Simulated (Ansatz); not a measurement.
# TaGaMo3: a trial structure relaxed

Where does this trial cell of TaGaMo3 go when cell and atoms are let free?

Computed with Ansatz 0.2.0 (DFT PBE, scalar-relativistic, plane waves, PAW, unless a step's input says otherwise).

## (1) The structure to begin with

The structure is tetragonal, space group P4/mmm (No. 123). Conventional cell: a = 4.200 Å, b = 4.200 Å, c = 4.720 Å, α = 90.00°, β = 90.00°, γ = 90.00°. Around Ta (site symmetry 4/mmm) lie 6 Mo at 2.10 to 2.36 Å. Ga (site symmetry 4/mmm) has 12 Mo at 2.97 to 3.16 Å as nearest neighbours. Around Mo (site symmetry 4/mmm) lie 2 Ta at 2.36 Å. Mo (site symmetry mmm) is surrounded by 2 Ta at 2.10 Å.

As a file:

```cif
data_structure
_symmetry_space_group_name_H-M 'P 1'
_symmetry_Int_Tables_number 1
_cell_length_a 4.2000
_cell_length_b 4.2000
_cell_length_c 4.7202
_cell_angle_alpha 90.000
_cell_angle_beta 90.000
_cell_angle_gamma 90.000
_cell_volume 83.26
loop_
_atom_site_label
_atom_site_type_symbol
_atom_site_fract_x
_atom_site_fract_y
_atom_site_fract_z
_atom_site_occupancy
Ta1 Ta 0.00000 0.00000 0.00000 1
Ga1 Ga 0.50000 0.50000 0.50000 1
Mo1 Mo 0.00000 0.00000 0.50000 1
Mo2 Mo 0.00000 0.50000 0.00000 1
Mo3 Mo 0.50000 0.00000 0.00000 1
```

The cell is invented: species swapped into a database cell of KCrF3 (P4/mmm, No. 123), with Ga on the K sites, Ta on the Cr sites and Mo on the F sites. The dimensions are guesses.

## (2) The guess as it stands, on a coarse mesh

The input, input.yaml:

```yaml
crystal:
  lattice:
    - [4.19995384, 0.0, 0.0]
    - [0.0, 4.19995384, 0.0]
    - [0.0, 0.0, 4.72015257]
  atoms:
    - { symbol: Ta, position: [0.0, 0.0, 0.0] }
    - { symbol: Ga, position: [0.5, 0.5, 0.5] }
    - { symbol: Mo, position: [0.0, 0.0, 0.5] }
    - { symbol: Mo, position: [0.0, 0.5, 0.0] }
    - { symbol: Mo, position: [0.5, 0.0, 0.0] }
basis:
  ecutwfc: 420
kpoints:
  mp_grid: { grid: [4, 4, 4] }
hamiltonian:
  xc: pbe
scf:
  occupations: { method: gaussian, width: 0.1 }
  lower_state_search: "off"
output:
  forces: true
  stress: true
  eigenvalues: true
```

On the command line:

```bash
$ ansatz run input.yaml --threads 1 --pin off --max-ram 2560MiB --backend cpu --events-out ev --progress --plain --runs-dir out
```

The session goes on with these runs: coarse relaxation; spin check on a coarse mesh; final relaxation.

What does the calculation give? Wanted: conventional cell; volume; energy over the elements; gap on the mesh.

The runs gave:

| quantity | value |
| --- | --- |
| symmetry at the end (tolerance 0.05 Å) | space group Pm-3m (No. 221) |
| conventional cell | a = 4.759 Å, b = 4.759 Å, c = 4.759 Å, α = 90.00°, β = 90.00°, γ = 90.00° |
| volume | 21.55 Å³/atom |
| energy over the elements | +1.83 eV/atom |
| gap on the mesh | none (metal) |

In words: The symmetry goes from space group P4/mmm (No. 123) to space group Pm-3m (No. 221), and the volume per atom grows by 29.4 % from the first guess. The formation energy is positive, so the separate elements lie lower. No finished test with a distortion of lower symmetry is shown, so the end may be a saddle point. The runs treat Ta without spin-orbit coupling. Other magnetic orders were not searched.
